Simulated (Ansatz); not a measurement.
# AlGeH₆ (doublet): the correlation ladder at distance Al1–H4 along a hydrogen transfer = 2.191 Å, cc-pVDZ

How much of the correlation energy of AlGeH₆ (doublet) does each wave-function method recover here?

Computed with Ansatz 0.2.0, Gaussian basis. Level: cc-pVDZ, core rule «outside noble gas», up to 19 orbitals frozen.

The runs, in order: UHF; CCSD(T) on ROHF; CCSD(T) on UHF; BCCD(T) on ROHF; CISD; CCSDT(Q) on ROHF; CCSDT(Q) on UHF; CASSCF and MRCISD+Q, 3 electrons in 3 orbitals; CASSCF and NEVPT2, 3 electrons in 3 orbitals; CASSCF and MRCISD+Q, 9 electrons in 9 orbitals; CASSCF and NEVPT2, 9 electrons in 9 orbitals.

### 1 What is computed

The geometry derives from fragments relaxed apart (PBE0/def2-TZVP) and kept rigid, so it is no stationary point. A hydrogen atom is moved between rigid fragments. No spin-orbit coupling is included. The filled d shell of Ge may be among the frozen orbitals whatever the setting's name suggests; the logs give the count.

8 atoms, charge 0, spin multiplicity 2.

Atoms are counted from 1 here; the program's logs count them from 0.

Bond lengths: Al1–H2 1.586 Å, Al1–H3 1.586 Å, H4–Ge5 1.772 Å, Ge5–H6 1.539 Å, Ge5–H7 1.539 Å, Ge5–H8 1.539 Å. Angles: H2–Al1–H3 120.0°, H4–Ge5–H6 107.7°, H4–Ge5–H7 107.7°, H4–Ge5–H8 107.7°, H6–Ge5–H7 111.2°, H6–Ge5–H8 111.2°, H7–Ge5–H8 111.2°.

### 2 UHF

in.yaml reads:

```yaml
crystal:
  periodic: [false, false, false]
  atoms:
    - {symbol: Al, position_ang: [-2.856868, 0.000000, -0.000001]}
    - {symbol: H, position_ang: [-3.649791, 1.373384, -0.000002]}
    - {symbol: H, position_ang: [-3.649791, -1.373384, -0.000002]}
    - {symbol: H, position_ang: [-0.665868, 0.000000, 0.000000]}
    - {symbol: Ge, position_ang: [1.106132, 0.000000, 0.000001]}
    - {symbol: H, position_ang: [1.574800, -1.465915, 0.000001]}
    - {symbol: H, position_ang: [1.574802, 0.732957, -1.269519]}
    - {symbol: H, position_ang: [1.574801, 0.732957, 1.269520]}
basis:
  gaussian: {orbitals: cc-pVDZ}
magnetization: {spin_polarized: true, initial_magnetization: 1}
hamiltonian: {xc: hf}
output: {orbitals: {seedname: orbitals}}
```

Launch:

```bash
> ansatz run in.yaml --threads 1 --pin off --events-out ev --progress --plain --max-ram 2816MiB --backend cpu
```

After this run come: CCSD(T) on ROHF; CCSD(T) on UHF; BCCD(T) on ROHF; CISD; CCSDT(Q) on ROHF; CCSDT(Q) on UHF; CASSCF and MRCISD+Q, 3 electrons in 3 orbitals; CASSCF and NEVPT2, 3 electrons in 3 orbitals; CASSCF and MRCISD+Q, 9 electrons in 9 orbitals; CASSCF and NEVPT2, 9 electrons in 9 orbitals.

Q: Predict the results of all the runs planned. Wanted: UCCSDT(Q) below the RHF energy; RMP2 from UCCSDT(Q); UMP2 from UCCSDT(Q); RCCSD from UCCSDT(Q); RCCSD(T) from UCCSDT(Q); UCCSD(T) from UCCSDT(Q); RCCSDT(Q) from UCCSDT(Q); NEVPT2 pair from UCCSDT(Q); MRCISD+Q pair from UCCSDT(Q).

The runs gave:

| quantity | value |
| --- | --- |
| UCCSDT(Q) below the RHF energy | -6.4090 eV |
| RMP2 from UCCSDT(Q) | +147.1 kJ/mol |
| UMP2 from UCCSDT(Q) | +147.5 kJ/mol |
| RCCSD from UCCSDT(Q) | +15.3 kJ/mol |
| RCCSD(T) from UCCSDT(Q) | +3.6 kJ/mol |
| UCCSD(T) from UCCSDT(Q) | +3.6 kJ/mol |
| RCCSDT(Q) from UCCSDT(Q) | +0.1 kJ/mol |
| NEVPT2 pair from UCCSDT(Q) | +143.1 kJ/mol |
| MRCISD+Q pair from UCCSDT(Q) | +4.8 kJ/mol |
| NEVPT2 frontier from UCCSDT(Q) | +128.4 kJ/mol |
| levels within 1 kcal/mol (43 meV) | RCCSD(T), UCCSD(T), BCCD(T), RCCSDT, UCCSDT, RCCSDT(Q), MRCISD+Q frontier |
| T1 diagnostic | 0.018 |

RCCSD(T) lands +3.6 kJ/mol from the yardstick (0.6 % of the correlation energy). Of the multireference levels listed MRCISD+Q frontier comes nearest in total energy (+3.0 kJ/mol), which doesn't show that its space is the better one. These misses are within one basis, not against nature; the frozen cores of restricted and unrestricted runs differ, which can shift their rows.
